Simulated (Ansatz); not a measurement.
# H7N4Ta: the cost of one run

The runs use Ansatz 0.2.0, Gaussian basis; the settings change from run to run.

## (1) The molecule

The geometry comes from an earlier relaxation with PBE0-D4 in a triple-zeta def2 set; it is a stationary point, not always the lowest conformer. Ta takes a core potential in def2 sets; no spin-orbit term is included.

SMILES `[NH]=[Ta]([NH2])([NH2])[NH2]`, 12 atoms, charge 0, spin multiplicity 1.

Atoms are counted from 1 here; the program's logs count them from 0.

Bond lengths: N1–Ta2 1.772 Å, N1–H6 1.005 Å, Ta2–N3 1.998 Å, Ta2–N4 1.998 Å, Ta2–N5 1.998 Å, N3–H7 1.010 Å, N3–H8 1.008 Å, N4–H9 1.010 Å, N4–H10 1.008 Å, N5–H11 1.010 Å, N5–H12 1.008 Å. Angles: Ta2–N1–H6 179.9°, N1–Ta2–N3 108.8°, N1–Ta2–N4 108.9°, N1–Ta2–N5 108.8°, N3–Ta2–N4 110.1°, N3–Ta2–N5 110.1°, N4–Ta2–N5 110.1°, Ta2–N3–H7 124.1°, Ta2–N3–H8 125.2°, H7–N3–H8 109.6°, Ta2–N4–H9 124.1°, Ta2–N4–H10 125.2°, H9–N4–H10 109.6°, Ta2–N5–H11 124.1°, Ta2–N5–H12 125.1°, H11–N5–H12 109.6°.

## (2) RPBE/def2-mTZVP

This run has multiplicity 3, a grid of angular degree 47.

File in.yaml:

```yaml
crystal:
  periodic: [false, false, false]
  atoms:
    - {symbol: N, position_ang: [-1.274668, 0.916189, 1.158549]}
    - {symbol: Ta, position_ang: [-0.113780, 0.081926, 0.111363]}
    - {symbol: N, position_ang: [-0.085911, -1.857075, 0.594394]}
    - {symbol: N, position_ang: [1.696358, 0.883080, 0.386194]}
    - {symbol: N, position_ang: [-0.684135, 0.308182, -1.790534]}
    - {symbol: H, position_ang: [-1.933736, 1.388369, 1.752327]}
    - {symbol: H, position_ang: [0.713216, -2.460833, 0.464690]}
    - {symbol: H, position_ang: [-0.771259, -2.322604, 1.168724]}
    - {symbol: H, position_ang: [2.423134, 0.893232, -0.315018]}
    - {symbol: H, position_ang: [1.951888, 1.494057, 1.146254]}
    - {symbol: H, position_ang: [-0.469341, -0.346984, -2.528477]}
    - {symbol: H, position_ang: [-1.374766, 0.967262, -2.114464]}
basis:
  gaussian: {orbitals: def2-mTZVP, final_grid: {core_spheres: 20, valence_spheres: 16, degree: 47}}
magnetization: {spin_polarized: true, initial_magnetization: 2}
hamiltonian: {xc: {name: RPBE}}
```

Command:

```bash
$ ansatz run in.yaml --threads 2 --pin off --events-out ev --progress --plain --max-ram 32768MiB --backend cpu
```

What time and memory should one allow on 2 threads of AMD EPYC 7R13, shared host?

About 40 s, with a peak of 0.46 GiB.
